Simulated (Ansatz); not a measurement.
The system is CsLiCr2Te2S3.

```
Cs Li Cr Te S
1.0
     3.67471   -0.00018   -0.00146
     0.00068    6.25849    0.00267
     0.09970    0.01509   18.87835
Cs Li Cr Te S
2 2 4 4 6
Direct
  0.00702 0.99658 0.60964
  0.50622 0.49563 0.63737
  0.49757 0.83290 0.98554
  0.99760 0.33501 0.98513
  0.99390 0.00068 0.13453
  0.49393 0.50024 0.13461
  0.00147 0.66940 0.83098
  0.50140 0.16737 0.83340
  0.01027 0.59621 0.46271
  0.51068 0.22697 0.45459
  0.49158 0.83669 0.22777
  0.99165 0.33648 0.22784
  0.99971 0.99979 0.90043
  0.49974 0.50461 0.89926
  0.99553 0.66614 0.07188
  0.49551 0.16656 0.07160
  0.50316 0.84068 0.76492
  0.00305 0.32804 0.76778
```

The cell was built by a generator and needn't be a form met in nature.

Program: Ansatz 0.2.0. Alike in all runs: cell as given; smearing fermi-dirac 0.05 eV. Hardware: 8 threads of Intel(R) Xeon(R) 6975P-C (Granite Rapids), with other jobs on the host.

Q: Order these runs on this cell by their wall time, lowest first.
A. task single point; level PBE; potentials or basis Ansatz PAW earlier set; spin collinear, ferromagnetic start; k mesh 7 × 5 × 2; cutoff (eV) 1070
B. task atomic charges; level PBE; potentials or basis Ansatz PAW; spin collinear, ferromagnetic start; k mesh 7 × 5 × 2; cutoff (eV) 420
C. task band structure; level r2SCAN; potentials or basis Ansatz PAW; spin non-collinear, ferromagnetic start, SOC; k mesh 5 × 3 × 1; cutoff (eV) 500; points for each segment of the path 10

A: B (100 s), A (320 s), C (830 s).

Caveats: the magnetic or orbital state may not be the lowest (some runs).

Not every run made on this cell is shown here.
